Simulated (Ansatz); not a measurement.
# BBrH₄SiSn: up Jacob's ladder to CCSD(T)

The task here is to estimate one member of a computed series from the others.

The runs use Ansatz 0.2.0, Gaussian basis; functionals in def2-TZVPP, the program's frozen cores in correlated methods.

Plan: LDA (SPW92), PBE-D4, revPBE-D4, BLYP-D4, r2SCAN-D4, B97M-V, PBE0-D4, B3LYP-D4, r2SCANh-D4, r2SCAN0-D4, HSE06-D4, BHLYP-D4, CAM-B3LYP-D4, LC-ωPBE, ωB97X-V, ωB97M-V, B2PLYP, PBE-QIDH; CCSD(T)/def2-SVP; CCSD(T)/def2-TZVPP; MP2/def2-QZVPP; extrapolation to the limit; RPA on PBE.

### The geometry

All runs share one geometry, relaxed beforehand with PBE0-D4 in a triple-zeta def2 set. Sn takes the def2 core potential; no spin-orbit term is included.

SMILES `Br[B]1[SiH2][SnH2]1`, 8 atoms, charge 0, spin multiplicity 1.

Atoms are counted from 1 here; the program's logs count them from 0.

Bond lengths: Br1–B2 1.910 Å, B2–Si3 1.893 Å, B2–Sn4 2.159 Å, Si3–Sn4 2.808 Å, Si3–H5 1.483 Å, Si3–H6 1.486 Å, Sn4–H7 1.702 Å, Sn4–H8 1.708 Å. Angles: Br1–B2–Si3 131.3°, Br1–B2–Sn4 124.4°, Si3–B2–Sn4 87.5°, B2–Si3–Sn4 50.2°, B2–Si3–H5 117.4°, B2–Si3–H6 129.2°, Sn4–Si3–H5 85.7°, Sn4–Si3–H6 145.5°, H5–Si3–H6 112.5°, B2–Sn4–Si3 42.3°, B2–Sn4–H7 128.0°, B2–Sn4–H8 122.8°, Si3–Sn4–H7 97.7°, Si3–Sn4–H8 136.3°, H7–Sn4–H8 109.1°.

Geometry (Å):

```
Br    0.0102   -0.3663    2.9415
B     0.4785   -0.0343    1.1202
Si    0.0867    1.4197   -0.0265
Sn   -0.0180   -1.3423   -0.5240
H     0.8417    1.5063   -1.3000
H    -0.7072    2.6460    0.2479
H     0.5938   -1.3101   -2.1115
H    -1.1933   -2.5760   -0.4034
```

Set-up of the first run:

The input, in.yaml:

```yaml
crystal:
  periodic: [false, false, false]
  atoms:
    - {symbol: Br, position_ang: [0.010194, -0.366304, 2.941478]}
    - {symbol: B, position_ang: [0.478461, -0.034261, 1.120231]}
    - {symbol: Si, position_ang: [0.086666, 1.419683, -0.026516]}
    - {symbol: Sn, position_ang: [-0.018029, -1.342324, -0.523970]}
    - {symbol: H, position_ang: [0.841738, 1.506323, -1.299964]}
    - {symbol: H, position_ang: [-0.707229, 2.645991, 0.247921]}
    - {symbol: H, position_ang: [0.593828, -1.310109, -2.111498]}
    - {symbol: H, position_ang: [-1.193328, -2.575999, -0.403384]}
basis:
  gaussian: {orbitals: def2-TZVPP}
hamiltonian: {xc: lda}
output: {orbitals: {seedname: orbitals}}
```

Launch:

```
ansatz run in.yaml --threads 4 --pin off --events-out ev --progress --plain --max-ram 10444MiB
```

Among the steps run: LDA; PBE-D4 (GGA); revPBE-D4 (GGA); BLYP-D4 (GGA); r2SCAN-D4 (meta-GGA); B97M-V (meta-GGA); PBE0-D4 (hybrid); B3LYP-D4 (hybrid); r2SCANh-D4 (hybrid); r2SCAN0-D4 (hybrid); HSE06-D4 (hybrid); BHLYP-D4 (hybrid); CAM-B3LYP-D4 (range-separated); LC-ωPBE (range-separated); ωB97X-V (range-separated); ωB97M-V (range-separated); B2PLYP (double hybrid); PBE-QIDH (double hybrid).

One table of the session follows, with a row left open; its other results are not shown here.

It belongs to the step «Orbital energies across the functionals». 

```
  functional  HOMO (eV)  LUMO (eV)  gap (eV)
 LDA (SPW92)      -5.74      -2.99      2.75
      PBE-D4          ?          ?         ?
   revPBE-D4      -5.51      -2.70      2.81
     BLYP-D4      -5.39      -2.64      2.75
   r2SCAN-D4      -5.75      -2.66      3.09
      B97M-V      -5.74      -2.65      3.09
     PBE0-D4      -6.36      -2.06      4.30
    B3LYP-D4      -6.18      -2.23      3.95
  r2SCANh-D4      -6.04      -2.40      3.65
  r2SCAN0-D4      -6.48      -2.01      4.48
    HSE06-D4      -5.98      -2.43      3.56
    BHLYP-D4      -6.97      -1.24      5.73
CAM-B3LYP-D4      -7.38      -1.10      6.27
     LC-ωPBE      -8.49      -0.14      8.35
     ωB97X-V      -8.25      -0.20      8.05
     ωB97M-V      -8.14      -0.38      7.76
```

**Question.** Estimate the row for PBE-D4.

**Answer.** HOMO (eV): -5.57; LUMO (eV): -2.79; gap (eV): 2.79. In the column «HOMO (eV)» it lies between B97M-V (-5.74) and revPBE-D4 (-5.51).
